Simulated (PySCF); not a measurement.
# CH2GaNO (SMILES N#[C][GaH][OH]): HF/def2-TZVPP

Aim: the vertical ionisation energy of CH2GaNO at HF/def2-TZVPP, from 2 runs. 

Program for the calculation: PySCF 2.14.0.

### 1 The molecule

The species is CH2GaNO (6 atoms), meant as a singlet with charge 0. SMILES: `N#[C][GaH][OH]`. Geometry: a GFN2-xTB relaxation, a rough one for these elements and not checked as a minimum. This is one conformer, not always the lowest.

Bond lengths: N1–C2 1.146 Å, C2–Ga3 1.985 Å, Ga3–O4 1.690 Å, Ga3–H5 1.540 Å, O4–H6 0.951 Å. Angles: N1–C2–Ga3 177.3°, C2–Ga3–O4 112.1°, C2–Ga3–H5 120.9°, O4–Ga3–H5 127.0°, Ga3–O4–H6 156.5°.

### 2 A single-point energy at HF/def2-TZVPP

The input, calc.py:

```python
from pyscf import gto, scf

molecule = gto.M(
    atom='''
N      2.870097    -3.524604     2.605195
C      1.888706    -2.035424     1.375116
Ga     0.337052     0.557885    -0.845898
O     -2.665364     1.230665     0.009316
H      1.833167     1.724470    -3.053797
H     -4.263638     2.047008    -0.089932
''',
    unit='bohr',
    verbose=3,
    basis='def2-tzvpp',
    max_memory=1860,
)

mf = scf.RHF(molecule)
mf.conv_tol = 1e-10
mf.kernel()
if not mf.converged:
    mf = mf.newton().run(mf.mo_coeff, mf.mo_occ)

etot = mf.e_tot
print('Final energy', etot)
```

Started as:

```sh
$ OMP_NUM_THREADS=1 python calc.py
```

Output:

```text
converged SCF energy = -2091.68594619926
Final energy -2091.6859461992594
```

Run time: 16 s. Hardware: 1 thread of Arm Neoverse N1, shared host; peak memory 0.88 GiB.

### 3 The doublet cation, same level

The input, run.py:

```python
from pyscf import gto

mol = gto.M(
    atom='''
N      2.870097    -3.524604     2.605195
C      1.888706    -2.035424     1.375116
Ga     0.337052     0.557885    -0.845898
O     -2.665364     1.230665     0.009316
H      1.833167     1.724470    -3.053797
H     -4.263638     2.047008    -0.089932
''',
    verbose=4,
    max_memory=1860,
    basis='def2-tzvpp',
    spin=1,
    unit='bohr',
    charge=1,
)

mf = mol.UHF()
mf.conv_tol = 1e-10
mf.kernel()
if not mf.converged:
    mf = mf.newton().run(mf.mo_coeff, mf.mo_occ)

e_tot = mf.e_tot
print('E = %.10f Eh' % e_tot)
```

Started as:

```sh
$ OMP_NUM_THREADS=1 python run.py
```

Output:

```text
PySCF version 2.14.0

[... 123 lines left out ...]
converged SCF energy = -2091.23699992043  <S^2> = 0.96432264  2S+1 = 2.2039262
E = -2091.2369999204 Eh
```

It took 64 s on 1 thread of Arm Neoverse N1, shared host; peak memory 0.9 GiB.

### 4 Outcome

At HF/def2-TZVPP:

| quantity | value |
| --- | --- |
| singlet CH2GaNO: total energy | -2091.68595 Eh |
| singlet CH2GaNO: dipole moment | 5.02 D |
| singlet CH2GaNO: HOMO energy | -12.70 eV |
| singlet CH2GaNO: LUMO energy | 0.99 eV |
| singlet CH2GaNO: HOMO–LUMO gap | 13.69 eV |
| doublet cation: total energy | -2091.23700 Eh |
| doublet cation: HOMO energy (highest over α and β) | -15.80 eV |
| doublet cation: LUMO energy (lowest over α and β) | -10.91 eV |
| doublet cation: ⟨S²⟩ | 0.964 |
| vertical ionisation energy (to the doublet cation) | 12.216 eV |

What this shows: Removing an electron at fixed nuclei costs 12.22 eV (1179 kJ/mol). The negative HOMO energy of the first species, 12.70 eV, lies 0.48 eV above that difference. ⟨S²⟩ (doublet cation) is 0.96 where a pure doublet has 0.75: the reference is spin-contaminated. Mulliken charges (doublet cation) run from -0.36 on O4 to +0.91 on Ga3; they depend strongly on the basis.
